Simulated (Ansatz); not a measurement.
# wB97X/cc-pVDZ run of C3H6 (propene)

Aim: the electronic atomisation energy of C3H6 (propene) at wB97X/cc-pVDZ, from 3 runs. 

Program for the calculation: Ansatz 0.2.0.

30 further runs of the same task are left out: 30 set aside as unsound or not needed.

**1. Starting point**

The species is C3H6 (9 atoms), meant as a singlet with charge 0. As SMILES, `C=CC`. Geometry: relaxed at PBE0-D4/def2-TZVP.

Bond lengths: C1–C2 1.325 Å, C2–C3 1.490 Å, C1–H4 1.086 Å, C1–H5 1.084 Å, C2–H6 1.088 Å, C3–H7 1.095 Å, C3–H8 1.095 Å, C3–H9 1.092 Å. Some angles: C1–C2–C3 125.1°, C1–C2–H6 118.7°, C3–C2–H6 116.2°, C2–C1–H4 121.4°, C2–C1–H5 121.6°, C2–C3–H7 111.0°, C2–C3–H8 111.0°, C2–C3–H9 111.5°, H4–C1–H5 117.0°, H7–C3–H8 106.6°.

**2. A single-point energy at wB97X/cc-pVDZ**

run.yaml

```yaml
basis:
  gaussian:
    orbitals: cc-pVDZ
crystal:
  periodic: [false, false, false]
  atoms:
    - symbol: C
      position_ang: [-1.129400, 0.554100, -0.580200]
    - symbol: C
      position_ang: [0.157600, 0.266300, -0.447400]
    - symbol: C
      position_ang: [0.744900, -0.543600, 0.656400]
    - symbol: H
      position_ang: [-1.864800, 0.202700, 0.137400]
    - symbol: H
      position_ang: [-1.495500, 1.149800, -1.408200]
    - symbol: H
      position_ang: [0.857000, 0.641500, -1.192300]
    - symbol: H
      position_ang: [1.261600, -1.425300, 0.264300]
    - symbol: H
      position_ang: [1.490400, 0.033400, 1.212800]
    - symbol: H
      position_ang: [-0.021900, -0.879100, 1.357300]
hamiltonian:
  xc: {name: wB97X}
accuracy: high
output:
  orbitals: {seedname: orbitals}
```

Command:

```bash
ansatz run run.yaml --threads 1 --pin off --max-ram 3480MiB --events-out events.jsonl --progress --plain --runs-dir runs
```

Standard output:

```text
Warning: RAYON_NUM_THREADS=1 ignored (pool sized by the plan → 1); use --threads N
Functional definition: wB97X
  name "wB97X"
  parameter omega = 0.3/bohr
  parameter cx = 0.157706
  parameter cx1 = 0.726479
  parameter cx2 = 1.04760
  parameter cx3 = -5.70635
  parameter cx4 = 13.2794
  parameter css1 = -4.33879
  parameter css2 = 18.2308
  parameter css3 = -31.7430
  parameter css4 = 17.2901
  parameter cos1 = 2.37031
  parameter cos2 = -11.3995
  parameter cos3 = 6.58405
  parameter cos4 = -3.78132
  exchange = spin_sum(e_x_unif_sr(omega)*poly(b97_u_x, 1 - cx, cx1, cx2, cx3, cx4)) + cx*exact_x_sr(omega)
      + exact_x_lr(omega)
  correlation = spin_sum(e_c_pw_same_spin*poly(b97_u_same, 1, css1, css2, css3, css4))
      + integral(e_c_pw_opposite_spin*poly(b97_u_opposite, 1, cos1, cos2, cos3, cos4))
1734 factors; integrals over basis functions are off by at most 3.1e-9 eV
319 factors; integrals over basis functions are off by at most 2.1e-9 eV
mean field evaluation 1: about -3205.2049 eV, gradient 3.0e1 eV
mean field evaluation 2: about -3206.6861 eV, gradient 1.8e1 eV
mean field evaluation 4: about -3207.5062 eV, gradient 5.2e-1 eV
mean field evaluation 8: about -3207.5051 eV, gradient 8.5e-3 eV
mean field evaluation 16: about -3207.5051 eV, gradient 9.4e-7 eV
mean field -3207.50509312 eV, -117.8736380471 hartree, gradient 8.0e-8 eV, S^2 0.000000; 0 other end points of the search recorded, 0 dependent functions left out
reference -3207.50509046 eV, -117.8736379494 hartree; 12, 12 occupied and 60, 60 virtual orbitals, 1734 factors
Total energy: -3207.50509046 eV, -117.8736379494 hartree
```

Run time: 13 s. Hardware: 1 thread of Arm Neoverse V2, shared host; peak memory 0.35 GiB.

**3. The C atom**

run.yaml

```yaml
crystal:
  periodic: [false, false, false]
  atoms:
    - symbol: C
      position_ang: [0.000000, 0.000000, 0.000000]
basis:
  gaussian:
    orbitals: cc-pVDZ
accuracy: high
hamiltonian:
  xc: {name: wB97X}
magnetization:
  spin_polarized: true
  initial_magnetization: 2
```

Run the same way, it converges to -37.83957 Eh (log not shown).

**4. The H atom, same level**

molecule.yaml

```yaml
basis:
  gaussian:
    orbitals: cc-pVDZ
crystal:
  periodic: [false, false, false]
  atoms:
    - symbol: H
      position_ang: [0.000000, 0.000000, 0.000000]
magnetization:
  spin_polarized: true
  initial_magnetization: 1
hamiltonian:
  xc: {name: wB97X}
accuracy: high
```

Run the same way, it converges to -0.50060 Eh (log not shown).

**5. What came out**

At wB97X/cc-pVDZ:

```
                     quantity          value
       molecule: total energy  -117.87364 Eh
        molecule: HOMO energy       -9.64 eV
        molecule: LUMO energy        3.08 eV
      molecule: HOMO–LUMO gap       12.72 eV
         C atom: total energy   -37.83957 Eh
                 C atom: ⟨S²⟩          2.004
         H atom: total energy    -0.50060 Eh
                 H atom: ⟨S²⟩          0.750
electronic atomisation energy      36.771 eV
```

Taking the molecule apart into free atoms costs 36.77 eV (848 kcal/mol), before zero-point energy and without spin-orbit coupling.
